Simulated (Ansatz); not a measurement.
# CH₇B₂FSi: a ladder of functionals and wavefunction methods

How much do the methods differ for CH₇B₂FSi? The plan is to run it at one geometry with functionals of several rungs and with coupled cluster, and see how far each lands from CCSD(T) at the basis-set limit for the atomisation energy.

Method: functionals in def2-TZVPP, the program's frozen cores in correlated methods; program: Ansatz 0.2.0, Gaussian basis.

Plan: PBE-D4, r2SCAN-D4, PBE0-D4, B3LYP-D4, ωB97X-V, ωB97M-V, B2PLYP; CCSD(T)/def2-TZVPP; MP2/def2-QZVPP; extrapolation to the limit.

## (1) The geometry

An earlier PBE0-D4 in a triple-zeta def2 set relaxation fixed the geometry.

SMILES `B[SiH2]C(B)F`, 12 atoms, charge 0, spin multiplicity 1.

Atoms are counted from 1 here; the program's logs count them from 0.

Bond lengths: B1–Si2 2.017 Å, B1–H6 1.194 Å, B1–H7 1.193 Å, Si2–C3 1.969 Å, Si2–H8 1.490 Å, Si2–H9 1.485 Å, C3–B4 1.497 Å, C3–F5 1.458 Å, C3–H10 1.087 Å, B4–H11 1.193 Å, B4–H12 1.196 Å. Angles: Si2–B1–H6 118.4°, Si2–B1–H7 120.0°, H6–B1–H7 119.5°, B1–Si2–C3 79.8°, B1–Si2–H8 119.4°, B1–Si2–H9 124.3°, C3–Si2–H8 109.8°, C3–Si2–H9 110.0°, H8–Si2–H9 108.5°, Si2–C3–B4 96.9°, Si2–C3–F5 96.5°, Si2–C3–H10 109.8°, B4–C3–F5 118.2°, B4–C3–H10 124.3°, F5–C3–H10 106.5°, C3–B4–H11 122.2°, C3–B4–H12 115.7°, H11–B4–H12 121.8°.

## (2) PBE-D4 (GGA)

in.yaml reads:

```yaml
crystal:
  periodic: [false, false, false]
  atoms:
    - {symbol: B, position_ang: [-1.513017, 0.120581, 1.077506]}
    - {symbol: Si, position_ang: [0.304423, -0.723535, 0.852442]}
    - {symbol: C, position_ang: [0.451103, 0.766564, -0.426539]}
    - {symbol: B, position_ang: [0.886502, -0.048782, -1.604221]}
    - {symbol: F, position_ang: [-0.944828, 1.182609, -0.355140]}
    - {symbol: H, position_ang: [-1.652276, 0.954055, 1.921688]}
    - {symbol: H, position_ang: [-2.475775, -0.397898, 0.600031]}
    - {symbol: H, position_ang: [0.423860, -2.022026, 0.130843]}
    - {symbol: H, position_ang: [1.395680, -0.640444, 1.856184]}
    - {symbol: H, position_ang: [1.035869, 1.570946, 0.011706]}
    - {symbol: H, position_ang: [0.105248, -0.550704, -2.352483]}
    - {symbol: H, position_ang: [2.060211, -0.266468, -1.677914]}
basis:
  gaussian: {orbitals: def2-TZVPP}
hamiltonian: {xc: pbe, dispersion: d4}
output: {forces: true, orbitals: {seedname: orbitals}}
```

Run with:

```console
> ansatz run in.yaml --threads 4 --pin off --events-out ev --progress --plain --max-ram 10444MiB
```

Further steps of the session: r2SCAN-D4 (meta-GGA); PBE0-D4 (hybrid); B3LYP-D4 (hybrid); ωB97X-V (range-separated); ωB97M-V (range-separated); B2PLYP (double hybrid); CCSD(T) in def2-TZVPP; MP2 in def2-QZVPP.

Q: Predict the results of all the runs planned. Wanted: atomisation energy, CCSD(T)/CBS; farthest; mean size of error, hybrid; mean size of error, range-separated; gap, smallest and largest; T1 diagnostic; triples share of the correlation energy.

**Answer**, as computed:

| quantity | value |
| --- | --- |
| atomisation energy, CCSD(T)/CBS | 4029.3 kJ/mol |
| functionals within 20.1 kJ/mol (0.5 %) | B2PLYP |
| farthest | PBE-D4 (+84.4 kJ/mol) |
| mean size of error, hybrid | 33.0 kJ/mol |
| mean size of error, range-separated | 43.6 kJ/mol |
| gap, smallest and largest | 4.40 eV (PBE-D4), 10.89 eV (ωB97X-V) |
| T1 diagnostic | 0.0143 |
| triples share of the correlation energy | 3.6 % |

What this shows: PBE-D4 misses by +84.4 kJ/mol. Double hybrids carry the basis error of their MP2 part in triple zeta, and no dispersion term here, so their miss is partly the set-up's. Misses under about 20.1 kJ/mol are within the doubt on the reference itself, which lacks core-valence correlation, relativity and higher excitations. Hartree-Fock recovers 76 % of the binding; the rest is correlation. The gap grows from 4.4 to 10.9 eV across the functionals, mostly with the share of exact exchange.
